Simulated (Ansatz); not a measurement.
# C2H10O2Si2: the cost of one run

Method: RKS B3LYP/6-31G*, in Ansatz 0.2.0.

### Step 1. The structure to begin with

Bond lengths (14 of 15 bonds, heavy atoms first): O1–C2 1.389 Å, C2–O3 1.428 Å, O3–C4 1.388 Å, C4–Si5 1.875 Å, Si5–Si6 2.327 Å, O1–H7 0.985 Å, C2–H8 1.099 Å, C2–H9 1.068 Å, C4–H10 1.094 Å, C4–H11 1.175 Å, Si5–H12 1.516 Å, Si5–H13 1.519 Å, Si6–H14 1.494 Å, Si6–H15 1.457 Å. Angles (14 of 26 angles, heavy atoms first): O1–C2–O3 111.6°, C2–O3–C4 112.9°, O3–C4–Si5 116.5°, C4–Si5–Si6 108.5°, O1–C2–H8 110.9°, O1–C2–H9 109.3°, O3–C2–H8 110.9°, O3–C2–H9 109.1°, C2–O1–H7 103.6°, O3–C4–H10 114.4°, O3–C4–H11 107.0°, Si5–C4–H10 109.5°, Si5–C4–H11 104.4°, C4–Si5–H12 108.3°.

Coordinates:

```xyz
16

O     0.1735   -2.9816   -1.0549
C     1.3034   -2.2159   -0.7964
O     1.0632   -0.8273   -1.0295
C     0.3176   -0.2314   -0.0221
Si   -0.1001    1.5822   -0.2517
Si   -1.5002    2.2432    1.4857
H     0.0488   -2.8881   -2.0279
H     1.6651   -2.3852    0.2280
H     2.1023   -2.5427   -1.4251
H     0.7116   -0.3907    0.9862
H    -0.7264   -0.7710   -0.0013
H     1.1847    2.3812   -0.1583
H    -0.8051    1.8819   -1.5636
H    -0.8775    1.9668    2.8156
H    -1.8182    3.6634    1.4100
H    -2.7655    1.4926    1.4495
```

### Step 2. Relaxing end A

File input.yaml:

```yaml
crystal:
  periodic: [false, false, false]
  atoms:
    - { symbol: O, position_ang: [0.1735, -2.9816, -1.0549] }
    - { symbol: C, position_ang: [1.3034, -2.2159, -0.7964] }
    - { symbol: O, position_ang: [1.0632, -0.8273, -1.0295] }
    - { symbol: C, position_ang: [0.3176, -0.2314, -0.0221] }
    - { symbol: Si, position_ang: [-0.1001, 1.5822, -0.2517] }
    - { symbol: Si, position_ang: [-1.5002, 2.2432, 1.4857] }
    - { symbol: H, position_ang: [0.0488, -2.8881, -2.0279] }
    - { symbol: H, position_ang: [1.6651, -2.3852, 0.228] }
    - { symbol: H, position_ang: [2.1023, -2.5427, -1.4251] }
    - { symbol: H, position_ang: [0.7116, -0.3907, 0.9862] }
    - { symbol: H, position_ang: [-0.7264, -0.771, -0.0013] }
    - { symbol: H, position_ang: [1.1847, 2.3812, -0.1583] }
    - { symbol: H, position_ang: [-0.8051, 1.8819, -1.5636] }
    - { symbol: H, position_ang: [-0.8775, 1.9668, 2.8156] }
    - { symbol: H, position_ang: [-1.8182, 3.6634, 1.41] }
    - { symbol: H, position_ang: [-2.7655, 1.4926, 1.4495] }
basis:
  gaussian: { orbitals: "6-31G*" }
hamiltonian:
  xc: b3lyp
relax:
  f_tol: 0.015
  max_steps: 40
output:
  orbitals: {}
```

On the command line:

```sh
> ansatz run input.yaml --threads 2 --pin off --max-ram 3072MiB --backend cpu --events-out ev --progress --plain --runs-dir out
```

What time and memory should one allow on 2 threads of Arm Neoverse V2, shared host?

About 50 s, with a peak of 0.3 GiB.
